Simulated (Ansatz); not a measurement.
# F6S: the cost of one run

Program: Ansatz 0.2.0. Level of theory: the levels named in each step. These are calculated values, not measurements.

### Step 1. The starting structure

Bond lengths: F1–S2 1.590 Å, S2–F3 1.590 Å, S2–F4 1.590 Å, S2–F5 1.590 Å, S2–F6 1.590 Å, S2–F7 1.590 Å. Angles (14 of 15 angles, heavy atoms first): F1–S2–F3 90.0°, F1–S2–F4 90.0°, F1–S2–F5 90.0°, F1–S2–F6 90.0°, F1–S2–F7 180.0°, F3–S2–F4 90.0°, F3–S2–F5 90.0°, F3–S2–F6 180.0°, F3–S2–F7 90.0°, F4–S2–F5 180.0°, F4–S2–F6 90.0°, F4–S2–F7 90.0°, F5–S2–F6 90.0°, F5–S2–F7 90.0°.

Coordinates:

```xyz
7

F    -0.4317    1.2067   -0.9417
S     0.0001    0.0000    0.0000
F     1.4696    0.6003    0.0960
F     0.4285   -0.8440   -1.2781
F    -0.4282    0.8444    1.2779
F    -1.4697   -0.6003   -0.0956
F     0.4317   -1.2067    0.9417
```

### Step 2. A rough first relaxation, PBE-D4/def2-SVP

This run stands in another session on the same molecule. It ended at:

```xyz
7

F    -0.4365    1.2205   -0.9524
S     0.0001    0.0001    0.0000
F     1.4863    0.6073    0.0970
F     0.4331   -0.8537   -1.2925
F    -0.4330    0.8539    1.2925
F    -1.4862   -0.6072   -0.0969
F     0.4365   -1.2204    0.9524
```

### Step 3. Relaxation, HF/STO-3G

Input file input.yaml:

```yaml
crystal:
  periodic: [false, false, false]
  atoms:
    - { symbol: F, position_ang: [-0.43645401, 1.22045014, -0.95243044] }
    - { symbol: S, position_ang: [5.59e-05, 5.328e-05, 1.702e-05] }
    - { symbol: F, position_ang: [1.48630543, 0.60725682, 0.0969959] }
    - { symbol: F, position_ang: [0.43314117, -0.85368091, -1.29250201] }
    - { symbol: F, position_ang: [-0.43302032, 0.85389387, 1.29248694] }
    - { symbol: F, position_ang: [-1.48619973, -0.60717757, -0.09685761] }
    - { symbol: F, position_ang: [0.43650156, -1.22037563, 0.9524402] }
basis:
  gaussian: { orbitals: STO-3G }
hamiltonian:
  xc: hf
relax:
  f_tol: 0.002
  max_steps: 150
```

Command:

```
$ ansatz run input.yaml --threads 4 --pin off --max-ram 10240MiB --backend cpu --events-out ev --progress --plain --runs-dir out
```

**Question.** How long does this run take on 4 threads of Arm Neoverse V1, shared host, and how much memory does it need?

About 1.4 s, with a peak of 0.095 GiB.
